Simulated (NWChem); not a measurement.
# SnNH2F (SMILES [NH2][Sn][F]) at TPSSh/def2-TZVP (core potential)

What is the vertical ionisation energy of SnNH2F at TPSSh/def2-TZVP (core potential)? 

The results are computed with NWChem 7.3.0.

### Step 1. The system as given

SnNH2F: 5 atoms, total charge 0, spin state singlet. SMILES: `[NH2][Sn][F]`. The coordinates come from a PBE0-D4/def2-TZVP relaxation. This is one conformer, not always the lowest.

Bond lengths: N1–Sn2 2.003 Å, Sn2–F3 1.951 Å, N1–H4 1.008 Å, N1–H5 1.010 Å. Angles: N1–Sn2–F3 92.0°, Sn2–N1–H4 126.2°, Sn2–N1–H5 121.8°, H4–N1–H5 112.0°.

### Step 2. A single-point energy at TPSSh/def2-TZVP (core potential)

The input, mol.nw:

```
START mol
TITLE "FH2NSn TPSSh"
memory 2200 mb
charge 0

GEOMETRY units atomic noautosym nocenter noautoz
  N     -0.57239804     0.93635929    -0.74322928
  Sn     0.64042818    -0.10147829     2.68945822
  F      1.82717619    -3.35596462     1.42542042
  H     -1.41124747     2.58760198    -1.18882671
  H     -0.38966153    -0.20579117    -2.26124628
END

BASIS spherical bse
  N library def2-TZVP
  Sn library def2-TZVP
  F library def2-TZVP
  H library def2-TZVP
END

ECP bse
  Sn library def2-TZVP
END

DFT
  xc xctpssh
  grid fine
  convergence energy 1e-08
  maxiter 100
  mulliken
  print low
END

TASK dft energy
```

Started as:

```
$ nwchem mol.nw > mol.out
```

Log (excerpt; [...] marks lines left out):

```text
[...]
 d= 0,ls=0.0,diis     1   -370.0394692228 -4.95D+02  1.55D-02  9.18D-01     4.6
[...]
 d= 0,ls=0.0,diis    11   -370.1549169968 -1.91D-10  1.19D-07  6.87D-10    37.7
         Total DFT energy =     -370.154916996820
      One electron energy =     -842.284023227655
           Coulomb energy =      382.982591210397
    Exchange-Corr. energy =      -36.161610062542
 Nuclear repulsion energy =      125.308125082980
[...]
      Total Density - Mulliken Population Analysis
     ---------------------------------------------
    Atom       Charge   Shell Charges
 -----------   ------   -------------------------------------------------------
    1 N    7     7.79   0.82  1.15  0.55  0.81  0.24  1.54  1.68  0.99  0.00  0.01  0.00
    2 Sn  22    21.19   0.29 -0.79  1.59  0.92  1.15  0.70 -0.40  6.36  0.56  0.49  0.11  8.86  1.15  0.13  0.01  0.06
    3 F    9     9.51   0.77  1.20  0.62  0.97  0.41  2.26  2.12  1.16  0.00  0.01  0.00
    4 H    1     0.76   0.27  0.40  0.06  0.04
    5 H    1     0.75   0.27  0.38  0.06  0.04
[...]
```

Run time: 39 s. Hardware: 1 thread of AMD EPYC 7R13 (Zen 3), shared host; peak memory 0.12 GiB.

### Step 3. The doublet cation, same level

The input, job.nw:

```
start job
memory total 2200 mb
charge 1

geometry noautosym nocenter noautoz
 N    -0.302900    0.495500   -0.393300
 Sn    0.338900   -0.053700    1.423200
 F     0.966900   -1.775900    0.754300
 H    -0.746800    1.369300   -0.629100
 H    -0.206200   -0.108900   -1.196600
end

basis spherical bse
 * library def2-TZVP
end

ecp bse
 Sn library def2-TZVP
end

dft
 xc xctpssh
 mult 2
 grid fine
 convergence energy 1e-08
 iterations 100
 mulliken
 noprint "final vectors analysis"
end

task dft
```

Started as:

```
$ nwchem job.nw > job.out
```

Log (excerpt; [...] marks lines left out):

```text
[...]
          Wavefunction type:  spin polarized.
          No. of atoms     :     5
          No. of electrons :    39
[...]
          Charge           :     1
          Spin multiplicity:     2
[...]
          AO basis - number of functions:   124
[...]
              XC Information
              --------------
                  TPSS hybrid Method XC Functional
                     Hartree-Fock (Exact) Exchange  0.100
                  TPSS metaGGA Exchange Functional  0.900
             TPSS03 metaGGA Correlation Functional  1.000
[...]
 d= 0,ls=0.0,diis     1   -369.5190089929 -4.95D+02  1.18D-02  7.00D-01     6.4
[...]
 d= 0,ls=0.5,diis    39   -369.8011235815 -8.95D-09  3.54D-08  7.09D-10   175.1
[...]
         Total DFT energy =     -369.801123589955
      One electron energy =     -832.122569893282
           Coulomb energy =      372.918207567252
    Exchange-Corr. energy =      -35.904895222903
 Nuclear repulsion energy =      125.308133958978
[...]
      Total Density - Mulliken Population Analysis
     ---------------------------------------------
    Atom       Charge   Shell Charges
 -----------   ------   -------------------------------------------------------
    1 N    7     7.30   0.82  1.15  0.58  0.90  0.15  1.49  1.61  0.58  0.00  0.01  0.00
    2 Sn  22    20.94   0.30 -0.80  1.60  0.91  1.30  0.60 -0.40  6.36  0.49  0.36  0.03  8.86  1.15  0.10  0.01  0.06
    3 F    9     9.41   0.77  1.20  0.62  0.97  0.40  2.25  2.12  1.07  0.00  0.01  0.00
    4 H    1     0.68   0.26  0.36  0.02  0.03
    5 H    1     0.67   0.26  0.35  0.02  0.03
[...]
      <S2> =      0.7552 (Exact =     0.7500)
[...]
```

Wall time 3 min (1 thread of AMD EPYC 7R13 (Zen 3), shared host); peak memory 0.12 GiB.

### Step 4. Outcome

At TPSSh/def2-TZVP (core potential):

```
                                          quantity          value
                      singlet SnNH2F: total energy  -370.15492 Eh
                      doublet cation: total energy  -369.80112 Eh
                              doublet cation: ⟨S²⟩          0.755
vertical ionisation energy (to the doublet cation)       9.627 eV
```

The vertical ionisation energy comes to 9.63 eV (929 kJ/mol). Mulliken charges (singlet SnNH2F) run from -0.79 on N1 to +0.81 on Sn2.
